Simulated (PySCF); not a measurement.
# C7H13OPSSi: the cost of one run

Programs: PySCF 2.14.0, with routines of our own; each step states its level. All values are computed. Atoms count from 0.

## Step 1: The starting structure

24 atoms, charge 0, multiplicity 1; geometry from: GFN2-xTB.

## Step 2: Relaxing the molecule at PBE/def2-SV(P)

Job settings and geometry (Å):

```
{"job": {"xc": "PBE", "basis": "def2-SV(P)", "grid": 1, "kind": "geom"}, "charge": 0, "multiplicity": 1}
C     -2.875589    -1.235347     0.855929
C     -2.243214    -0.410297     0.026532
C     -0.899290     0.094199     0.205489
C     -0.328931     0.991895    -0.619762
Si    -1.119449     1.765140    -2.147474
C      1.061873     1.426661    -0.251962
P      1.642764     0.135824     0.933966
S      2.883427     0.562611     2.364009
C      2.262695    -1.255059    -0.143573
O      2.545827    -2.354055     0.668634
C     -0.069068    -0.382246     1.371027
H     -2.426569    -1.607748     1.760812
H     -3.880378    -1.565101     0.656513
H     -2.747139    -0.058173    -0.864489
H     -1.439977     0.712907    -3.114395
H     -0.132147     2.678950    -2.724071
H     -2.324170     2.501803    -1.765875
H      1.727814     1.512259    -1.114327
H      1.053033     2.396339     0.257653
H      3.150920    -0.908485    -0.696733
H      1.492486    -1.560425    -0.856733
H      3.131823    -2.059288     1.383973
H     -0.114699    -1.464862     1.514528
H     -0.363777     0.102263     2.307884
```

Command:

```bash
$ OMP_NUM_THREADS=4 python excited_run.py task.json out
```

This one command runs all jobs of the session in turn.

Q: Estimate the wall time and peak memory of this first job on 4 threads of Intel Xeon 6975P-C, shared host.

About 2.7 min, with a peak of 1.2 GiB.
